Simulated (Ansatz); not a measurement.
Write a Python script for Ansatz 0.2.0, Python API that makes a few random alloy cells with their mixing energies of Li-Lu random alloys. Settings (first run): PBEsol, PAW, cutoff 517 eV, 9×9×9 k-points, Fermi-Dirac smearing of 0.05 eV.

Script `random_alloy_li.py`:
```python
# -*- coding: utf-8 -*-
"""Random Li-Lu cells of 8 mixed sites, after relaxing atoms and volume at fixed cell shape."""

from collections import Counter
import logging
import sys
import warnings

import ansatz as az
import numpy as np

logging.basicConfig(stream=sys.stdout, format="%(levelname)s %(message)s")
log = logging.getLogger("calc")
log.setLevel(logging.INFO)


def fcc(first, a):
    return (
        az.Lattice.fcc(a)
        .space_group(225)
        .atom(first, (0, 0, 0))
        .primitive()
    )

A_FIRST, A_LAST = 4.42, 4.9


def solve(name, crystal):
    calc = crystal.calculation()
    calc = calc.functional("pbesol")
    calc = calc.basis(19 * az.Ha)
    calc = calc.kpoints(spacing=0.3)
    calc = calc.occupations("fermi_dirac", width=0.05).band_table()
    calc = calc.relax(force_tolerance=0.02, max_steps=60, fix_cell=["shape"])
    return calc.run(threads=1)


def volume_per_atom(outcome):
    return abs(np.linalg.det(outcome.lattice.cell_ang)) / len(outcome.lattice.sites)


def counts(outcome):
    return Counter(site.symbol for site in outcome.lattice.sites)

warnings.simplefilter("ignore", az.DeckWarning)

phases = {"Li": fcc("Li", A_FIRST), "Lu": fcc("Lu", A_LAST)}
for k in [3]:
    a = A_FIRST + (A_LAST - A_FIRST) * k / 8
    supercell = fcc("Li", a).supercell(2).resolved()
    for seed in [19, 81]:
        drawn = supercell.site_disorder().occupy("Li", Li=8 - k, Lu=k).random(seed=seed)
        phases[f"Li{8 - k}Lu{k} seed {seed}"] = drawn.crystal

done = {}
for name, crystal in phases.items():
    done[name] = solve(name, crystal)
    log.info(f"{name}: {done[name].report['energy_sigma0_ev']:.4f} eV, {len(done[name].lattice.sites)} atoms")

# x is the share of the second element on the mixed sites; both end members stand on this same lattice
x = {name: counts(o)["Lu"] / (counts(o)["Li"] + counts(o)["Lu"]) for name, o in done.items()}
first, last = min(x, key=x.get), max(x, key=x.get)
energy = {name: o.report["energy_sigma0_ev"] / len(o.lattice.sites) for name, o in done.items()}
volume = {name: volume_per_atom(o) for name, o in done.items()}
rows = []
for name in sorted(done, key=x.get):
    line = lambda table: (1 - x[name]) * table[first] + x[name] * table[last]
    rows.append((name, x[name], 1000 * (energy[name] - line(energy)), volume[name], 100 * (volume[name] / line(volume) - 1)))
log.info("| cell | x(Lu) | E_mix (meV/atom) | V (A^3/atom) | excess V (%) |")
log.info("| --- | --- | --- | --- | --- |")
for row in rows:
    log.info(f"| {row[0]} | {row[1]:.3f} | {row[2]:+.1f} | {row[3]:.3f} | {row[4]:+.2f} |")
```

```console
$ python random_alloy_li.py
INFO Li: -202.9964 eV, 1 atoms
INFO Lu: -14611.4566 eV, 1 atoms
INFO Li5Lu3 seed 19: -44847.4010 eV, 8 atoms
INFO Li5Lu3 seed 81: -44847.5235 eV, 8 atoms
INFO | cell | x(Lu) | E_mix (meV/atom) | V (A^3/atom) | excess V (%) |
INFO | --- | --- | --- | --- | --- |
INFO | Li | 0.000 | +0.0 | 20.124 | +0.00 |
INFO | Li5Lu3 seed 19 | 0.375 | +243.9 | 22.931 | +1.07 |
INFO | Li5Lu3 seed 81 | 0.375 | +228.5 | 23.532 | +3.72 |
INFO | Lu | 1.000 | +0.0 | 26.960 | +0.00 |
```

Reading the output:
- Absolute energies stand on the zero of these potentials, so only differences at equal settings mean something.
- For the metals among these phases the mesh is modest: differences between phases can be off by up to 40 meV an atom.
- Atoms and volume are relaxed with the cell's shape held, which in cells of lower than cubic symmetry can hide stresses and shift volumes.
- Cells of eight mixed sites are far from the random limit, and both end members stand on the same lattice, which need not be their own. Differences under about 40 meV an atom lie within the error of mesh and functional.
- The cells are prototypes set up for this calculation and needn't exist.
- Hardware and time: 110 s on 1 thread of Arm Neoverse V1, on a shared host, peak memory 0.65 GiB.

(A comment or docstring line of the script was reworded after the run, the code is as it ran; lines on the test bed's own set-up are left out of the output.)
